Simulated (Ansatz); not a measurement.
**AlGaH₃NO: small, medium and large basis sets**

How large a basis does AlGaH₃NO need? Two functionals are run in growing sets.

Method: one geometry, several basis sets; program: Ansatz 0.2.0, Gaussian basis.

Levels to be run: PBE0-D4/def2-SVP; ωB97M-V/def2-SVP; PBE0-D4/def2-QZVPP; ωB97M-V/def2-QZVPP; the functionals' def2-TZVPP values are taken from earlier runs.

## 1. The relaxed structure

An earlier PBE0-D4 in a triple-zeta def2 set relaxation fixed the geometry.

SMILES `[NH2][Al]1[O][GaH]1`, 7 atoms, charge 0, spin multiplicity 1.

Atoms are counted from 1 here; the program's logs count them from 0.

Bond lengths: N1–Al2 1.758 Å, N1–H5 1.008 Å, N1–H6 1.007 Å, Al2–O3 1.706 Å, Al2–Ga4 2.336 Å, O3–Ga4 1.875 Å, Ga4–H7 1.568 Å. Angles: Al2–N1–H5 124.8°, Al2–N1–H6 124.6°, H5–N1–H6 110.6°, N1–Al2–O3 137.0°, N1–Al2–Ga4 170.5°, O3–Al2–Ga4 52.5°, Al2–O3–Ga4 81.3°, Al2–Ga4–O3 46.2°, Al2–Ga4–H7 168.4°, O3–Ga4–H7 122.2°.

## 2. PBE0-D4 in def2-SVP

in.yaml

```yaml
crystal:
  periodic: [false, false, false]
  atoms:
    - {symbol: N, position_ang: [-1.331701, 1.325061, 0.297377]}
    - {symbol: Al, position_ang: [-0.125438, 0.089446, -0.029811]}
    - {symbol: O, position_ang: [1.218680, -0.586641, 0.774457]}
    - {symbol: Ga, position_ang: [1.294824, -1.596406, -0.804002]}
    - {symbol: H, position_ang: [-1.379766, 1.872736, 1.142281]}
    - {symbol: H, position_ang: [-2.070978, 1.583202, -0.335421]}
    - {symbol: H, position_ang: [2.394379, -2.687398, -1.044871]}
basis:
  gaussian: {orbitals: def2-SVP}
hamiltonian: {xc: pbe0, dispersion: d4}
output: {orbitals: {seedname: orbitals}}
```

Launch:

```
> ansatz run in.yaml --threads 2 --pin off --events-out ev --progress --plain --max-ram 22528MiB --backend cpu
```

After this run come: ωB97M-V in def2-SVP; PBE0-D4 in def2-QZVPP; ωB97M-V in def2-QZVPP.

Before running them: what should the planned runs give, taken together? Wanted: PBE0-D4: double and triple zeta above quadruple; ωB97M-V: double and triple zeta above quadruple.

**Answer**, as computed:

```
                                       quantity           value
PBE0-D4: double and triple zeta above quadruple  15.20, 1.61 eV
ωB97M-V: double and triple zeta above quadruple  15.19, 1.55 eV
```

PBE0-D4 gains 13.58 eV from double to triple zeta, then 1.61 eV more. These are total energies; as a rule much of such shifts cancels in differences, which this series doesn't test.
